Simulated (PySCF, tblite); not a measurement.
**C8H7O radical: geometry, infrared bands and EPR parameters**

Wanted: the infrared bands and EPR parameters of C8H7O radical (`[CH2]c1cccc(C=O)c1`), by calculation.

Programs: tblite 0.8.0 and PySCF 2.14.0, with density-fitted response routines of our own. Each step states its level of theory. These are calculated values for one molecule in the gas phase, unless marked as measured. Atoms count from 0, in the outputs and in this text.

## (1) The starting structure

16 atoms, charge 0, multiplicity 2; geometry from: force field or distance geometry start.

Bonds of the start (Å): C0–C1 1.45, C1–C2 1.39, C2–C3 1.40, C3–C4 1.40, C4–C5 1.40, C5–C6 1.48, C6–O7 1.23, C5–C8 1.39, C8–C1 1.41, C0–H9 1.10, C0–H10 1.08, C2–H11 1.10, C3–H12 1.08, C4–H13 1.09, C6–H14 1.10, C8–H15 1.08.

## (2) Optimising the geometry with GFN2-xTB

The job: settings as JSON, then the geometry in Å.

```
{"job": {"kind": "relax", "xc": "GFN2-xTB", "basis": "xTB"}, "charge": 0, "multiplicity": 2}
C     -2.132000    -1.584300    -0.200100
C     -1.115500    -0.554800    -0.105800
C     -1.452600     0.791800    -0.074600
C     -0.478900     1.790400     0.012500
C      0.864400     1.420300     0.110100
C      1.214300     0.070100     0.082200
C      2.639900    -0.321600     0.166900
O      3.548300     0.502700     0.263100
C      0.242700    -0.924400    -0.013000
H     -3.188400    -1.299300    -0.258100
H     -1.876100    -2.632400    -0.215300
H     -2.509200     1.093600    -0.138900
H     -0.765500     2.834200     0.044400
H      1.635700     2.190200     0.177000
H      2.847800    -1.398200     0.153400
H      0.517600    -1.969600    -0.015200
```

Started as:

```bash
OMP_NUM_THREADS=1 python probes_run.py task.json out
```

This one command runs all jobs of the session in turn.

**Question.** This job is followed by: GFN2-xTB harmonic vibrations, gas phase; UKS B3LYP, pcH-1 on C H O, non-relativistic, mean-field spin-orbit, GIAO. What will the session give for the following? strongest single infrared mode (GFN2-xTB); zero-point energy (GFN2-xTB); g(iso) (B3LYP); ⟨S²⟩; largest a(iso) (averaged by class); potential on the surface of density 0.002 e/bohr³, 1st and 99th percentile.

**Answer**, as computed:

```
                                                                  quantity                  value
                                 strongest single infrared mode (GFN2-xTB)  1748 cm⁻¹, 408 km/mol
                                              zero-point energy (GFN2-xTB)          75.2 kcal/mol
                                                            g(iso) (B3LYP)                2.00244
                                                                      ⟨S²⟩     0.785 (exact 0.75)
                                        largest a(iso) (averaged by class)    13C on C0, 59.7 MHz
potential on the surface of density 0.002 e/bohr³, 1st and 99th percentile     -1.64 V and 1.18 V
```

**Reading.** Over 23 steps the energy fell by 0.184 eV; of the close pairs, C0–C1 changed most, 1.450 to 1.380 Å. No mode is imaginary among the 42: a minimum at this level. The strongest single mode, at 1748 cm⁻¹, moves mainly C6 and O7. GFN2-xTB is a fitted tight-binding method: band positions and strengths are rough. Its intensities can rank the bands wrongly. C0 carries the largest spin population, 0.76 e. The isotropic g lies 0.1 ppt above the free-electron value. The conformer search found further structures of the same energy, which may be mirror or relabelled copies of this one.
